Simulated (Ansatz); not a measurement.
# BF3H2Se: a ladder of functionals and wavefunction methods

How much do the methods differ for BF3H2Se? The plan is to run it at one geometry with functionals of several rungs and with coupled cluster. The yardstick is the atomisation energy at the CCSD(T) limit.

Computed with Ansatz 0.2.0, Gaussian basis. Level: functionals in def2-TZVPP, the program's frozen cores in correlated methods.

Plan: LDA (SPW92), PBE-D4, revPBE-D4, BLYP-D4, r2SCAN-D4, B97M-V, PBE0-D4, B3LYP-D4, r2SCANh-D4, r2SCAN0-D4, HSE06-D4, BHLYP-D4, CAM-B3LYP-D4, LC-ωPBE, ωB97X-V, ωB97M-V, B2PLYP, PBE-QIDH; CCSD(T)/def2-SVP; CCSD(T)/def2-TZVPP; MP2/def2-QZVPP; extrapolation to the limit; RPA on PBE.

**1. The geometry**

The geometry comes from an earlier relaxation with PBE0-D4 in a triple-zeta def2 set; it is a stationary point, not always the lowest conformer.

7 atoms, charge 0, spin multiplicity 1.

Atoms are counted from 1 here; the program's logs count them from 0.

Bond lengths: F1–B2 1.316 Å, B2–F3 1.317 Å, B2–F4 1.316 Å, Se5–H6 1.467 Å, Se5–H7 1.467 Å. Angles: F1–B2–F3 119.7°, F1–B2–F4 119.9°, F3–B2–F4 119.7°, H6–Se5–H7 91.2°.

**2. LDA**

This LDA is Slater exchange with PW92 correlation.

Input file in.yaml:

```yaml
crystal:
  periodic: [false, false, false]
  atoms:
    - {symbol: F, position_ang: [0.239454, -1.087466, 1.678233]}
    - {symbol: B, position_ang: [0.312819, -1.247318, 0.373759]}
    - {symbol: F, position_ang: [-0.782054, -1.495468, -0.315434]}
    - {symbol: F, position_ang: [1.488180, -1.356481, -0.208694]}
    - {symbol: Se, position_ang: [0.170644, 1.745369, -0.147846]}
    - {symbol: H, position_ang: [-1.264243, 1.810083, 0.151900]}
    - {symbol: H, position_ang: [-0.103600, 1.563180, -1.577716]}
basis:
  gaussian: {orbitals: def2-TZVPP}
hamiltonian: {xc: lda}
output: {orbitals: {seedname: orbitals}}
```

After this run come: PBE-D4 (GGA); revPBE-D4 (GGA); BLYP-D4 (GGA); r2SCAN-D4 (meta-GGA); B97M-V (meta-GGA); PBE0-D4 (hybrid); B3LYP-D4 (hybrid); r2SCANh-D4 (hybrid); r2SCAN0-D4 (hybrid); HSE06-D4 (hybrid); BHLYP-D4 (hybrid); CAM-B3LYP-D4 (range-separated); LC-ωPBE-D4 (range-separated); ωB97X-V (range-separated); ωB97M-V (range-separated); B2PLYP (double hybrid); PBE-QIDH (double hybrid); CCSD(T) in def2-SVP; CCSD(T) in def2-TZVPP; MP2 in def2-QZVPP; RPA on PBE orbitals.

Q: Predict the results of all the runs planned. Wanted: atomisation energy, CCSD(T)/CBS; farthest beyond LDA; mean size of error, GGA; mean size of error, meta-GGA; mean size of error, hybrid; mean size of error, range-separated; mean size of error, double hybrid; gap, smallest and largest; T1 diagnostic.

The runs gave:

| quantity | value |
| --- | --- |
| atomisation energy, CCSD(T)/CBS | 638.4 kcal/mol |
| functionals within 6.4 kcal/mol (1.0 %) | BLYP-D4, r2SCAN-D4, B97M-V, PBE0-D4, B3LYP-D4, r2SCANh-D4, HSE06-D4, CAM-B3LYP-D4, LC-ωPBE, ωB97X-V, ωB97M-V |
| farthest beyond LDA | BHLYP-D4 (-29.2 kcal/mol) |
| mean size of error, GGA | 7.2 kcal/mol |
| mean size of error, meta-GGA | 1.3 kcal/mol |
| mean size of error, hybrid | 10.7 kcal/mol |
| mean size of error, range-separated | 3.3 kcal/mol |
| mean size of error, double hybrid | 7.9 kcal/mol |
| gap, smallest and largest | 5.22 eV (BLYP-D4), 12.49 eV (LC-ωPBE) |
| T1 diagnostic | 0.0107 |
| triples share of the correlation energy | 2.9 % |

What this shows: LDA overbinds by 104.1 kcal/mol (16 %). PBE-D4 misses by +12.2 kcal/mol. Double hybrids carry the basis error of their MP2 part in triple zeta, and no dispersion term here, so their miss is partly the set-up's. The rungs meta-GGA, range-separated miss on average by less than the doubt on the reference (6.4 kcal/mol), so they tie. Misses under about 6.4 kcal/mol are within the doubt on the reference itself, which lacks core-valence correlation, relativity and higher excitations, and its outer-core shells are covered unevenly. All levels share the lack of spin-orbit coupling, which lowers the free heavy atoms and so the true binding. Hartree-Fock recovers 74 % of the binding; the rest is correlation. CCSD(T) in def2-SVP is off by -30.3 kcal/mol, so the small basis spoils what the method gains. Orbital gaps span 5.2 to 12.5 eV; exact exchange widens them. Correlated methods include outer-core shells of Se, which these sets cover unevenly.
